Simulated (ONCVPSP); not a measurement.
# An ONCV potential for gallium, from input to tests

Do these settings give a usable potential? It is generated, then checked for transferability, scattering, ghosts and hardness.

Method: ONCVPSP 4.0.1.1 (patched build), PBEsol, scalar-relativistic.

**1. The atom and the settings**

Typed settings, in words:

| Property | Result |
| --- | --- |
| element | gallium (Ga, Z = 31) |
| type | optimised norm-conserving Vanderbilt (ONCV) |
| frozen core | [Ar] 3d10 |
| valence charge | 3 |
| reference configuration | 4s2 4p1 |
| partial waves | 4s: rc 1.70 bohr, ncon 4, nbas 8, qcut 3.8 1/bohr, local; 4p: rc 2.65 bohr, ncon 4, nbas 8, qcut 2.8 1/bohr, 2 projectors, debl 1.6 Ha; d scattering state at 0.05 Ha: rc 2.75 bohr, ncon 4, nbas 8, qcut 4 1/bohr, 1 projector |
| local potential | the s channel |
| core correction | Teter function, fcfact 5.75, rcfact 1.05 |

An earlier all-electron run gives the scale for the radii.

All-electron outer shells of the reference configuration (PBEsol, scalar-relativistic, ld1.x):

| shell | level (eV) | outermost node (bohr) | outermost maximum (bohr) |
| --- | --- | --- | --- |
| 3p | -98.68 | 0.24 | 0.56 |
| 3d | -19.16 | – | 0.53 |
| 4s | -8.96 | 0.81 | 1.90 |
| 4p | -2.57 | 0.87 | 2.53 |

**2. Generating the potential**

The input, Ga.dat:

```
# ATOM AND REFERENCE CONFIGURATION
# atsym  z   nc   nv     iexc    psfile
  Ga 31.00    6    2  -116133      upf
#
#   n    l    f
    1    0    2.00
    2    0    2.00
    2    1    6.00
    3    0    2.00
    3    1    6.00
    3    2   10.00
    4    0    2.00
    4    1    1.00
#
# PSEUDOPOTENTIAL AND OPTIMIZATION
# lmax
    2
#
#   l,   rc,      ep,       ncon, nbas, qcut
    0    1.70    0.00    4    8    3.80
    1    2.65    0.00    4    8    2.80
    2    2.75    0.05    4    8    4.00
#
# LOCAL POTENTIAL
# lloc, lpopt,  rc(5),   dvloc0
    0    5    1.70    0.00
#
# VANDERBILT-KLEINMAN-BYLANDER PROJECTORs
# l, nproj, debl
    0    0    2.70
    1    2    1.60
    2    1    2.00
#
# MODEL CORE CHARGE
# icmod, fcfact, rcfact
    3    5.75    1.05
#
# LOG DERIVATIVE ANALYSIS
# epsh1, epsh2, depsh
   -2.00    5.00    0.02
#
# OUTPUT GRID
# rlmax, drl
    6.00    0.01
#
# TEST CONFIGURATIONS
# ncnf
    4
# nvcnf
#   n    l    f
    2
    4    0    2.00
    4    1    0.00
#
    2
    4    0    1.00
    4    1    0.00
#
    2
    4    0    2.00
    4    1    0.50
#
    2
    4    0    1.00
    4    1    2.00
#
```

On the command line:

```
$ oncvpsp.x < Ga.dat > Ga.out
```

**Question.** What will these runs give? Wanted: cutoffs for 1 and 0.1 mHa per electron, occupied waves; bound ghosts; GHOST(+) flags; configuration tests; largest phase difference near zero energy, channels read; rms error of d²Exc/dn², without and with the model core.

The runs gave:

| quantity | value |
| --- | --- |
| cutoffs for 1 and 0.1 mHa per electron, occupied waves | 7.3 Ha and 26 Ha |
| bound ghosts | none found |
| GHOST(+) flags | p at -0 eV |
| configuration tests | no usable energy difference |
| largest phase difference near zero energy, channels read | 0.041 rad |
| rms error of d²Exc/dn², without and with the model core | 6.58 and 3.58 mHa |

Of the tests 4 gave no usable energy difference, which is a warning in itself. By its cutoff, 7.3 Ha for the looser tolerance, it is soft on the atom at that tolerance. The tighter tolerance needs 26 Ha, and converged work needs a cutoff nearer that. At the looser tolerance the 4s wave is the slowest; 4p needs 2 Ha. No bound ghost shows below the valence levels. Near zero energy the largest phase difference among the channels read is 0.04 rad, in the d channel. The program also flags highly localised states, GHOST(+) (p). All of this concerns the isolated atom, not yet a solid.
